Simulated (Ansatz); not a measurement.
# Ge2Se3: the cost of one run

Computed with Ansatz 0.2.0 (DFT PBE, scalar-relativistic, plane waves, PAW, unless a step's input says otherwise).

## Step 1: The structure to begin with

The structure is trigonal, space group R-3m (No. 166). Conventional cell: a = 3.860 Å, b = 3.860 Å, c = 26.842 Å, α = 90.00°, β = 90.00°, γ = 120.00°. Ge (site symmetry 3m) is surrounded by 6 Se at 2.71 to 2.86 Å. Se (site symmetry -3m) has 6 Ge at 2.86 Å as nearest neighbours. Around Se (site symmetry 3m) lie 3 Ge at 2.71 Å.

Structure file:

```cif
data_structure
_symmetry_space_group_name_H-M 'P 1'
_symmetry_Int_Tables_number 1
_cell_length_a 9.2209
_cell_length_b 9.2209
_cell_length_c 9.2209
_cell_angle_alpha 24.166
_cell_angle_beta 24.166
_cell_angle_gamma 24.166
_cell_volume 115.48
loop_
_atom_site_label
_atom_site_type_symbol
_atom_site_fract_x
_atom_site_fract_y
_atom_site_fract_z
_atom_site_occupancy
Ge1 Ge 0.40000 0.40000 0.40000 1
Ge2 Ge 0.60000 0.60000 0.60000 1
Se1 Se 0.00000 0.00000 0.00000 1
Se2 Se 0.20950 0.20950 0.20950 1
Se3 Se 0.79050 0.79050 0.79050 1
```

(A quick probe on a coarse mesh, which set the mesh and smearing, is not shown.)

## Step 3: Rough relaxation on the coarse mesh

Contents of input.yaml:

```yaml
crystal:
  lattice:
    - [1.930206067, 1.1144049924, 8.9474842286]
    - [-1.930206067, 1.1144049924, 8.9474842286]
    - [0.0, -2.2288099847, 8.9474842286]
  atoms:
    - { symbol: Ge, position: [0.4, 0.4, 0.4] }
    - { symbol: Ge, position: [0.6, 0.6, 0.6] }
    - { symbol: Se, position: [0.0, 0.0, 0.0] }
    - { symbol: Se, position: [0.2095, 0.2095, 0.2095] }
    - { symbol: Se, position: [0.7905, 0.7905, 0.7905] }
basis:
  ecutwfc: 420
kpoints:
  mp_grid: { grid: [6, 6, 6] }
hamiltonian:
  xc: pbe
scf:
  occupations: { method: gaussian, width: 0.1 }
  lower_state_search: "off"
output:
  forces: true
  stress: true
  eigenvalues: true
relax:
  adjacent_minimum: "off"
  f_tol: 0.04
  max_steps: 70
  cell: { stress_tol: 0.4 }
```

Launch:

```sh
ansatz run input.yaml --threads 1 --pin off --max-ram 2560MiB --backend cpu --events-out ev --progress --plain --runs-dir out
```

What time and memory should one allow on 1 thread of Intel Xeon Platinum 8488C (Sapphire Rapids), shared host?

About 63 s, with a peak of 0.51 GiB.
